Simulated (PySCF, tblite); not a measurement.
# C₆H₅FO₂: geometry, infrared bands and NMR shifts

Wanted: the infrared bands and NMR shifts of C₆H₅FO₂ (`Cc1coc(C(=O)F)c1`), by calculation.

Computed with tblite 0.8.0 and PySCF 2.14.0, with density-fitted response routines of our own, on a single molecule in the gas phase. Atoms count from 0, in the outputs and in this text.

### Step 1. The starting structure

14 atoms, charge 0, multiplicity 1; geometry from: force field or distance geometry start.

Bonds of the start (Å): C0–C1 1.47, C1–C2 1.39, C2–O3 1.30, O3–C4 1.31, C4–C5 1.46, C5–O6 1.26, C5–F7 1.36, C4–C8 1.38, C8–C1 1.38, C0–H9 1.13, C0–H10 1.10, C0–H11 1.12, C2–H12 1.09, C8–H13 1.09.

### Step 2. Geometry optimisation with GFN2-xTB

Job settings and geometry (Å):

```
{"job": {"kind": "relax", "xc": "GFN2-xTB", "basis": "xTB"}, "charge": 0, "multiplicity": 1}
C     -2.241900     0.454900    -0.064800
C     -0.876900    -0.086600     0.029200
C     -0.447600    -1.367800     0.375200
O      0.854900    -1.391200     0.328200
C      1.353600    -0.225800     0.007100
C      2.772000     0.086800    -0.136100
O      3.676800    -0.769800     0.066800
F      3.188700     1.337500    -0.482400
C      0.288200     0.623600    -0.194700
H     -2.766900     0.175200     0.899100
H     -2.802300     0.126500    -0.954500
H     -2.245700     1.577900    -0.045200
H     -1.087700    -2.210100     0.634100
H      0.334100     1.668400    -0.484200
```

On the command line:

```bash
$ OMP_NUM_THREADS=1 python probes_run.py task.json out
```

One launch serves the whole session: the jobs run in the order shown.

Output:

```text
step      E/eV     max force
  0    -768.19918    5.239
  1    -768.49229    6.270
  2    -768.66726    1.891
  3    -768.71620    0.810
  4    -768.76219    0.898
  5    -768.79547    0.925
  6    -768.81281    0.280
  7    -768.81579    0.117
  8    -768.81783    0.175
  9    -768.81927    0.157
 10    -768.82050    0.093
 11    -768.82150    0.073
 12    -768.82236    0.102
 13    -768.82292    0.076
 14    -768.82325    0.052
 15    -768.82350    0.057
 16    -768.82377    0.078
 17    -768.82400    0.058
 18    -768.82416    0.034
 19    -768.82430    0.031
 20    -768.82444    0.048
 21    -768.82457    0.045
 22    -768.82465    0.017
 23    -768.82469    0.016
 24    -768.82473    0.022
 25    -768.82477    0.022
 26    -768.82482    0.018
 27    -768.82487    0.021
 28    -768.82492    0.018
 29    -768.82496    0.018
 30    -768.82499    0.017
 31    -768.82501    0.015
 32    -768.82504    0.021
 33    -768.82508    0.031
 34    -768.82514    0.032
 35    -768.82519    0.019
 36    -768.82521    0.013
 37    -768.82523    0.011
 38    -768.82524    0.014
 39    -768.82526    0.013
 40    -768.82528    0.012
 41    -768.82530    0.012
 42    -768.82532    0.010
 43    -768.82534    0.010
 44    -768.82535    0.008
```

It took 0.18 s on 1 thread of Arm Neoverse V2, shared host.

The steps of the relaxation: (not every step is listed)

| step | energy from step 0 (eV) | largest force (eV/Å) |
| --- | --- | --- |
| 0 | 0.0000 | 5.2393 |
| 1 | -0.2931 | 6.2698 |
| 2 | -0.4681 | 1.8911 |
| 3 | -0.5170 | 0.8099 |
| 4 | -0.5630 | 0.8978 |
| 5 | -0.5963 | 0.9247 |
| 6 | -0.6136 | 0.2797 |
| 7 | -0.6166 | 0.1167 |
| 8 | -0.6187 | 0.1751 |
| 11 | -0.6223 | 0.0726 |
| 14 | -0.6241 | 0.0521 |
| 17 | -0.6248 | 0.0582 |
| 20 | -0.6253 | 0.0481 |
| 23 | -0.6255 | 0.0162 |
| 26 | -0.6256 | 0.0181 |
| 29 | -0.6258 | 0.0178 |
| 32 | -0.6259 | 0.0212 |
| 35 | -0.6260 | 0.0190 |
| 38 | -0.6261 | 0.0139 |
| 39 | -0.6261 | 0.0132 |
| 40 | -0.6261 | 0.0122 |
| 41 | -0.6261 | 0.0117 |
| 42 | -0.6261 | 0.0104 |
| 43 | -0.6262 | 0.0100 |
| 44 | -0.6262 | 0.0081 |

Distances of close pairs at the start and the end, largest changes first:

| bond | before (Å) | after (Å) | change (Å) |
| --- | --- | --- | --- |
| C5–O6 | 1.262 | 1.183 | -0.079 |
| C0–H9 | 1.133 | 1.088 | -0.045 |
| O3–C4 | 1.308 | 1.352 | +0.044 |
| C0–H11 | 1.123 | 1.086 | -0.037 |
| C2–O3 | 1.304 | 1.331 | +0.027 |
| C1–C8 | 1.383 | 1.409 | +0.026 |
| C1–C2 | 1.395 | 1.375 | -0.020 |
| C0–C1 | 1.471 | 1.488 | +0.016 |

The end geometry stands in the next job.

### Step 3. Harmonic vibrations with GFN2-xTB

Job settings and geometry (Å):

```
{"job": {"kind": "ir", "xc": "GFN2-xTB", "basis": "xTB"}, "charge": 0, "multiplicity": 1}
C     -2.267079     0.467920    -0.026845
C     -0.869528    -0.035899     0.055511
C     -0.453294    -1.306646     0.374192
O      0.872897    -1.412096     0.340250
C      1.358286    -0.198594    -0.006194
C      2.785259    -0.015273    -0.123607
O      3.677552    -0.775609     0.037847
F      3.060348     1.281381    -0.487081
C      0.314488     0.685630    -0.192822
H     -2.846792     0.129075     0.828668
H     -2.749182     0.095297    -0.929803
H     -2.274442     1.553799    -0.055176
H     -1.011126    -2.185740     0.633856
H      0.401935     1.716282    -0.470962
```

Output:

```text
mode    cm-1     km/mol
  1     -48.9      0.21
  2      75.1      0.20
  3     135.7      1.11
  4     136.8      1.53
  5     291.4      1.19
  6     310.8      1.84
  7     386.5      4.10
  8     500.6      0.73
  9     579.5     13.79
 10     597.1     13.31
 11     641.5      7.54
 12     695.1     21.46
 13     707.8     18.04
 14     782.7     13.89
 15     845.7      3.46
 16     905.7    168.28
 17     988.6    129.60
 18     999.7     76.00
 19    1014.3     16.56
 20    1039.2      8.42
 21    1123.6     28.60
 22    1139.5     25.36
 23    1244.0     46.67
 24    1286.2     72.56
 25    1379.0     61.39
 26    1403.3      5.42
 27    1468.6     32.69
 28    1473.5     57.87
 29    1489.3     62.04
 30    1583.9      0.41
 31    1837.7    778.58
 32    3014.1     17.50
 33    3039.6     16.67
 34    3058.7     12.47
 35    3164.9      0.51
 36    3188.2      0.74
```

Run time: 0.3 s. Hardware: 1 thread of Arm Neoverse V2, shared host.

Which atoms move in the most intense modes:

| cm⁻¹ | km/mol | atoms |
| --- | --- | --- |
| 906 | 168.3 | C5 32 %, O3 17 %, F7 17 %, C8 16 % |
| 989 | 129.6 | C5 21 %, O3 20 %, H13 18 %, H12 17 % |
| 1000 | 76.0 | H11 21 %, C8 19 %, H9 19 %, C0 13 % |
| 1286 | 72.6 | C4 55 %, O3 16 % |
| 1379 | 61.4 | C1 46 %, C8 21 %, C2 13 % |
| 1474 | 57.9 | H10 40 %, H11 25 %, H9 13 %, C4 11 % |
| 1489 | 62.0 | C4 33 %, C1 18 %, C8 13 %, H9 11 % |
| 1838 | 778.6 | C5 62 %, O6 36 % |

### Step 4. NMR shieldings: PBE0/pcSseg-1

The job, as its differences from that of step 3:

```diff
@@ -1,2 +1,2 @@
-{"job": {"kind": "ir", "xc": "GFN2-xTB", "basis": "xTB"}, "charge": 0, "multiplicity": 1}
+{"job": {"kind": "nmr", "xc": "PBE0", "basis": "pcSseg-1"}, "charge": 0, "multiplicity": 1}
 C     -2.267079     0.467920    -0.026845
```

Level: GIAO PBE0/pcSseg-1 NMR shielding, non-relativistic, gas phase.

Output:

```text
coarse grid: 12880 points
cycle   1  E = -481.1052071494  dE =  1.867e+00  |g| = 9.581e-01  |ddm| = 3.721e+00
cycle   2  E = -480.6307103862  dE =  4.745e-01  |g| = 1.870e+00  |ddm| = 1.927e+00
cycle   3  E = -481.2639600724  dE = -6.332e-01  |g| = 2.752e-01  |ddm| = 1.406e+00
cycle   4  E = -481.2763768188  dE = -1.242e-02  |g| = 9.863e-02  |ddm| = 2.848e-01
cycle   5  E = -481.2778576842  dE = -1.481e-03  |g| = 2.354e-02  |ddm| = 7.553e-02
cycle   6  E = -481.2779605422  dE = -1.029e-04  |g| = 1.082e-02  |ddm| = 2.675e-02
cycle   7  E = -481.2779830544  dE = -2.251e-05  |g| = 3.265e-03  |ddm| = 9.534e-03
cycle   8  E = -481.2779851876  dE = -2.133e-06  |g| = 6.813e-04  |ddm| = 2.747e-03
final grid: 128128 points
cycle   9  E = -481.3588490452  dE = -1.811e-05  |g| = 1.530e-02  |ddm| = 3.463e-02
cycle  10  E = -481.3587387442  dE =  1.103e-04  |g| = 2.855e-02  |ddm| = 3.031e-02
cycle  11  E = -481.3588913874  dE = -1.526e-04  |g| = 3.075e-03  |ddm| = 2.128e-02
cycle  12  E = -481.3588932360  dE = -1.849e-06  |g| = 4.662e-04  |ddm| = 2.570e-03
cycle  13  E = -481.3588932652  dE = -2.915e-08  |g| = 1.798e-04  |ddm| = 4.558e-04
cycle  14  E = -481.3588932705  dE = -5.353e-09  |g| = 6.677e-05  |ddm| = 1.633e-04
cycle  15  E = -481.3588932713  dE = -7.935e-10  |g| = 2.001e-05  |ddm| = 6.476e-05
converged SCF energy = -481.3588932713

GIAO shielding tensors (ppm)
atom      isotropic    diamagn.    paramagn.     s11        s22        s33       span
  0 C      175.568     243.572     -68.004    165.322    170.053    191.329     26.007
  1 C       56.206     264.061    -207.856    -20.077     35.294    153.399    173.476
  2 C       32.866     252.261    -219.394    -48.073     43.325    103.347    151.420
  3 O       23.006     397.509    -374.503   -133.730    -48.639    251.387    385.117
  4 C       41.763     258.693    -216.931    -13.875     42.039     97.124    110.999
  5 C       31.318     245.609    -214.291    -78.983     48.063    124.875    203.857
  6 O      -83.872     398.245    -482.118   -312.428   -208.083    268.893    581.321
  7 F      152.239     478.007    -325.767    -51.245    184.260    323.702    374.947
  8 C       52.002     252.237    -200.236    -30.519     36.377    150.146    180.665
  9 H       29.266      27.487       1.780     24.270     27.878     35.651     11.381
 10 H       29.264      27.328       1.936     24.854     26.938     35.998     11.144
 11 H       29.495      28.605       0.890     24.170     28.817     35.499     11.329
 12 H       24.004      31.704      -7.700     20.862     24.541     26.608      5.746
 13 H       24.193      33.767      -9.573     21.897     23.275     27.408      5.511
```

It took 20 s on 1 thread of Arm Neoverse V2, shared host; peak memory 0.79 GiB.

Shifts follow as δ = σ(reference) − σ, with reference shieldings (ppm) from runs at the same level and on the same kind of geometry: 1H TMS 31.72, 13C TMS 186.9, 19F CFCl3 170.9, 17O H2O 336.1. The references are single molecules in the gas phase, so shifts against H2O, NH3, PH3, H3PO4 or CFCl3 are not on the usual liquid scales and can be off by tens of ppm. Atoms listed in one row are averaged.

| atoms | environment | σ (ppm) | δ (ppm) | δ scaled to CDCl3 |
| --- | --- | --- | --- | --- |
| C5 | carbonyl carbon | 31.3 | 155.6 | 150.0 |
| C2 | aromatic CH next to the ring oxygen | 32.9 | 154.1 | 148.4 |
| C4 | substituted aromatic carbon next to the ring oxygen | 41.8 | 145.2 | 139.8 |
| C8 | aromatic CH | 52.0 | 134.9 | 129.8 |
| C1 | substituted aromatic carbon | 56.2 | 130.7 | 125.7 |
| C0 | methyl carbon on an aromatic ring | 175.6 | 11.4 | 9.2 |
| H12 | hydrogen on an aromatic CH next to the ring oxygen | 24.00 | 7.71 | 7.38 |
| H13 | hydrogen on an aromatic CH | 24.19 | 7.52 | 7.20 |
| H9, H10, H11 | hydrogen on a methyl carbon on an aromatic ring | 29.34 | 2.38 | 2.34 |
| O6 | carbonyl oxygen | -83.9 | 420.0 | – |
| O3 | aromatic ring oxygen | 23.0 | 313.1 | – |
| F7 | fluorine bonded to C | 152.2 | 18.7 | – |

The scaled column applies a straight-line fit of computed shieldings to shifts measured in CDCl3, and one for carbons that bear F (root-mean-square error 0.16 ppm for H, 1.9 ppm for C).

The run also stored atomic charges by several schemes (e):

| atoms | Mulliken | IAO | Hirshfeld | ESP fit |
| --- | --- | --- | --- | --- |
| C0 | -0.09 | -0.43 | -0.11 | -0.58 |
| C1 | -0.39 | -0.04 | -0.02 | 0.27 |
| C2 | 0.23 | 0.03 | 0.03 | -0.10 |
| O3 | -0.35 | -0.20 | -0.04 | -0.17 |
| C4 | 0.06 | 0.07 | 0.03 | 0.07 |
| C5 | 0.64 | 0.59 | 0.21 | 0.67 |
| O6 | -0.34 | -0.38 | -0.23 | -0.45 |
| F7 | -0.29 | -0.30 | -0.10 | -0.26 |
| C8 | -0.04 | -0.17 | -0.06 | -0.40 |

Mayer bond orders: C0–C1 1.06, C1–C2 1.53, C2–O3 1.13, O3–C4 1.04, C4–C5 1.05, C5–O6 2.04, C5–F7 0.95, C4–C8 1.42, C8–C1 1.30.

Ring of atoms C1, C2, O3, C4, C8: NICS(0) -11.6, NICS(1) -10.4, NICS(1)zz -25.1 ppm (means of both faces).

### Step 5. Summary of results

```
                                                              quantity                                        value
                             strongest single infrared mode (GFN2-xTB)                        1838 cm⁻¹, 779 km/mol
                                          zero-point energy (GFN2-xTB)                                60.8 kcal/mol
                                13C shifts against TMS (PBE0/pcSseg-1)  155.6, 154.1, 145.2, 134.9, 130.7, 11.4 ppm
1H shifts against TMS (PBE0/pcSseg-1, means over atoms taken as alike)                         7.71, 7.52, 2.38 ppm
                                17O shifts against H2O (PBE0/pcSseg-1)                             420.0, 313.1 ppm
                              19F shifts against CFCl3 (PBE0/pcSseg-1)                                     18.7 ppm
```

Relaxing lowered the energy by 0.626 eV in 44 steps; the close pair that moved most is C5–O6, from 1.262 to 1.183 Å. The lowest mode is imaginary (49i cm⁻¹), so the xTB geometry is not a minimum. The strongest single mode, at 1838 cm⁻¹, moves mainly C5 and O6. Unscaled tight-binding wavenumbers are off by several per cent, some by more. Its intensities can rank the bands wrongly. At PBE0/pcSseg-1: Shielding is most anisotropic at O6 (span 581 ppm, paramagnetic term -482 ppm). NICS(1)zz of -25 ppm above the planar ring from C1 marks a diatropic (aromatic) ring current.
